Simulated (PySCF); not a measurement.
**C4H5F3SSi: electronic excitations**

What electronic excitations should C4H5F3SSi (`CC#C[Si@@H](S)C(F)(F)F`) show?

The runs use PySCF 2.14.0, with density-fitted response routines of our own; the level of theory stands in each step. All values are computed, except where a source is named. Atoms count from 0, in the outputs and in this text.

## Step 1: Starting geometry

14 atoms, charge 0, multiplicity 1; geometry from: GFN2-xTB.

Bonds of the start (Å): C0–C1 1.44, C1–C2 1.21, C2–Si3 1.83, Si3–S4 2.14, Si3–C5 1.95, C5–F6 1.35, C5–F7 1.35, C5–F8 1.35, C0–H9 1.09, C0–H10 1.09, C0–H11 1.09, Si3–H12 1.45, S4–H13 1.33.

## Step 2: Ultraviolet spectrum: CAM-B3LYP/def2-SVPD

Job settings and geometry (Å):

```
{"job": {"kind": "uv", "xc": "CAM-B3LYP", "basis": "def2-SVPD", "nstates": 8, "ntriplets": 3}, "charge": 0, "multiplicity": 1}
C     -3.149086    -0.075561     0.233078
C     -1.767317     0.025871    -0.152521
C     -0.604997     0.098042    -0.474247
Si     1.162858     0.259734    -0.929095
S      1.902736     2.260570    -0.713750
C      2.084566    -0.818702     0.409736
F      1.548294    -2.047012     0.530563
F      3.388251    -1.005921     0.122473
F      2.053236    -0.272063     1.645713
H     -3.425740     0.782949     0.844292
H     -3.780307    -0.099213    -0.654515
H     -3.306643    -0.988431     0.806365
H      1.560268    -0.260891    -2.225090
H      2.333202     2.140157     0.534833
```

With the program's defaults for keys left out, this is: TDDFT CAM-B3LYP/def2-SVPD, vertical, gas phase, core orbitals frozen in the response.

Started as:

```
OMP_NUM_THREADS=1 python probes_run.py task.json out
```

This one command runs all jobs of the session in turn.

The log of the run:

```text
coarse grid: 13952 points
cycle   1  E = -1141.6550340283  dE =  1.251e+00  |g| = 9.242e-01  |ddm| = 8.536e+00
cycle   2  E = -1141.5987737512  dE =  5.626e-02  |g| = 1.168e+00  |ddm| = 2.706e+00
cycle   3  E = -1141.8289691409  dE = -2.302e-01  |g| = 6.731e-02  |ddm| = 1.212e+00
cycle   4  E = -1141.8297950747  dE = -8.259e-04  |g| = 3.372e-02  |ddm| = 2.070e-01
cycle   5  E = -1141.8300305452  dE = -2.355e-04  |g| = 1.213e-02  |ddm| = 7.806e-02
cycle   6  E = -1141.8300618959  dE = -3.135e-05  |g| = 5.011e-03  |ddm| = 3.139e-02
cycle   7  E = -1141.8300685851  dE = -6.689e-06  |g| = 6.128e-04  |ddm| = 1.013e-02
final grid: 130176 points
cycle   8  E = -1141.9696656278  dE = -2.854e-05  |g| = 4.350e-03  |ddm| = 8.977e-02
cycle   9  E = -1141.9696650254  dE =  6.025e-07  |g| = 4.937e-03  |ddm| = 1.213e-02
cycle  10  E = -1141.9696689816  dE = -3.956e-06  |g| = 4.526e-04  |ddm| = 4.195e-03
cycle  11  E = -1141.9696690180  dE = -3.631e-08  |g| = 2.336e-04  |ddm| = 1.218e-03
cycle  12  E = -1141.9696690292  dE = -1.122e-08  |g| = 1.015e-04  |ddm| = 4.773e-04
cycle  13  E = -1141.9696690317  dE = -2.480e-09  |g| = 9.185e-06  |ddm| = 1.630e-04
cycle  14  E = -1141.9696690317  dE = -4.775e-11  |g| = 4.354e-06  |ddm| = 2.431e-05
converged SCF energy = -1141.9696690317

Static polarisability (au): isotropic 97.118, principal 77.178 88.316 125.859

Singlet excitations
state   eV       nm        f      main configurations
  1   5.7549    215.4   0.00284   H->L 0.26, H->L+1 0.20, H-2->L+1 0.12
  2   5.9387    208.8   0.00751   H-1->L 0.35, H->L 0.20, H-1->L+1 0.14
  3   5.9706    207.7   0.01317   H->L+1 0.28, H-1->L+1 0.22, H->L 0.19
  4   6.1439    201.8   0.00445   H-2->L 0.22, H-2->L+1 0.21, H->L 0.11
  5   6.2977    196.9   0.02605   H->L+1 0.17, H-2->L 0.16, H-1->L+1 0.14
  6   6.9911    177.3   0.01863   H->L+2 0.36, H->L+1 0.17, H->L+3 0.17
  7   7.4825    165.7   0.21474   H-1->L+2 0.20, H-1->L 0.15, H-1->L+1 0.15
  8   7.5106    165.1   0.04724   H-2->L+2 0.45, H->L+2 0.17, H->L+3 0.10

Triplet excitations (Tamm-Dancoff, eV): 4.8787 5.2722 5.2914
```

Run time: 2 min. Hardware: 1 thread of Arm Neoverse N1, shared host; peak memory 1.1 GiB.

The orbitals next to the gap, with their largest atomic shares:

```
orbital      eV                       atoms
 HOMO−3  -10.94  S4 41 %, Si3 15 %, C5 10 %
 HOMO−2   -9.70   C2 31 %, C1 28 %, S4 18 %
 HOMO−1   -9.61    C2 38 %, C1 35 %, C0 7 %
   HOMO   -9.08    S4 67 %, C2 10 %, C1 8 %
   LUMO    0.20  Si3 25 %, S4 22 %, C2 13 %
 LUMO+1    0.52  Si3 25 %, C1 18 %, C2 17 %
 LUMO+2    0.93   C0 18 %, C1 16 %, S4 14 %
```

With each of the 8 states as a Gaussian band of 0.4 eV half-width at 1/e, the curve within the window shown has maxima at 202 nm (ε 1,800), 166 nm (ε 11,000) L/(mol cm). Beyond the last state computed it falls off for lack of states. The curve at chosen wavelengths:

| nm | ε (L/mol/cm) |
| --- | --- |
| 159 | 5538 |
| 162 | 8739 |
| 165 | 10628 |
| 169 | 9724 |
| 172 | 7316 |
| 175 | 4785 |
| 178 | 2882 |
| 182 | 1507 |
| 185 | 1120 |
| 188 | 1075 |
| 191 | 1228 |
| 195 | 1534 |
| 198 | 1723 |
| 201 | 1814 |
| 204 | 1792 |
| 208 | 1607 |
| 211 | 1389 |
| 214 | 1140 |
| 217 | 891 |
| 221 | 595 |
| 224 | 417 |
| 227 | 280 |
| 230 | 180 |
| 234 | 95 |
| 237 | 56 |
| 240 | 32 |

Leading natural transition orbitals of singlet state 7: the hole lies on C1, C2 about 29 % each; S4 15 %; C5 7 %; the particle on S4 18 %; H12 18 %; H13 14 %.

Leading natural transition orbitals of singlet state 1: the hole lies on C1, C2 about 35 % each; S4 18 %; the particle on C1, C2 about 25 % each; Si3 17 %; H12 9 %.

Ground-state properties from the same run:

```
           property  computed
  dipole moment (D)      3.36
polarisability (Å³)     14.39
 HOMO–LUMO gap (eV)      9.28
      −ε(HOMO) (eV)      9.08
```

Orbitals, density, ELF and potential are computed afterwards from the orbital file.

Frontier orbitals at CAM-B3LYP/def2-SVPD, with the share of their density that lies nearest to each atom:

```
orbital  energy (eV)                                    lies on
   HOMO        -9.08    S4 67 %; C1, C2 about 9 % each; H13 9 %
   LUMO         0.20  Si3 19 %; S4 16 %; C1, C2 about 13 % each
```

ELF in a plane through or near 7 of the atoms.

Values, 10 rows by 14 columns:
```
0.00 0.00 0.00 0.00 0.00 0.00 0.00 0.00 0.00 0.00 0.00 0.00 0.00 0.00
0.00 0.00 0.00 0.17 0.59 0.73 0.53 0.00 0.00 0.00 0.00 0.00 0.00 0.00
0.00 0.00 0.02 0.72 0.87 0.66 0.87 0.03 0.00 0.00 0.00 0.00 0.00 0.00
0.00 0.00 0.02 0.65 0.69 0.38 0.61 0.04 0.33 0.07 0.02 0.04 0.00 0.00
0.00 0.00 0.00 0.03 0.20 0.51 0.30 0.70 0.86 0.61 0.49 0.35 0.04 0.00
0.00 0.00 0.18 0.65 0.28 0.95 0.27 0.71 0.87 0.82 0.24 0.46 0.04 0.00
0.00 0.00 0.35 0.65 0.69 0.47 0.09 0.15 0.38 0.07 0.99 0.94 0.04 0.00
0.00 0.00 0.07 0.41 0.08 0.60 0.78 0.00 0.00 0.00 0.53 0.31 0.00 0.00
0.00 0.00 0.00 0.00 0.09 0.38 0.17 0.00 0.00 0.00 0.00 0.00 0.00 0.00
0.00 0.00 0.00 0.00 0.00 0.00 0.00 0.00 0.00 0.00 0.00 0.00 0.00 0.00
```
The map spans 12.7 Å across and 9.8 Å up, centred on the molecule. Atoms in the plane (x, y in Å): C0 (3.2, 0.0), C1 (1.8, 0.1), S4 (-2.0, 2.3), C5 (-2.1, -1.0), F6 (-1.5, -2.2), F7 (-3.4, -1.1), H11 (3.4, -1.1).

On the surface of density 0.002 e/bohr³ the electrostatic potential runs, from the 1st to the 99th percentile, from -0.69 V near F7 to 1.41 V near H12.

## Step 3: Results

| quantity | value |
| --- | --- |
| lowest singlet (CAM-B3LYP/def2-SVPD) | 5.75 eV (215 nm), f = 0.003 |
| brightest single state of those computed | state 7, 7.48 eV, f = 0.215 |
| lowest triplet | 4.88 eV |
| surface potential, 1st and 99th percentile | -0.69 V and 1.41 V |

The lowest singlet, at 5.75 eV, is HOMO→LUMO 0.26, HOMO→LUMO+1 0.20 and is weak; of the 8 states computed, the strongest absorption comes from states 7 to 8 together at 7.48 eV (the last computed, so partners may be missing). The lowest triplet lies 0.88 eV below the lowest singlet (triplets in Tamm-Dancoff, singlets in full TDDFT).
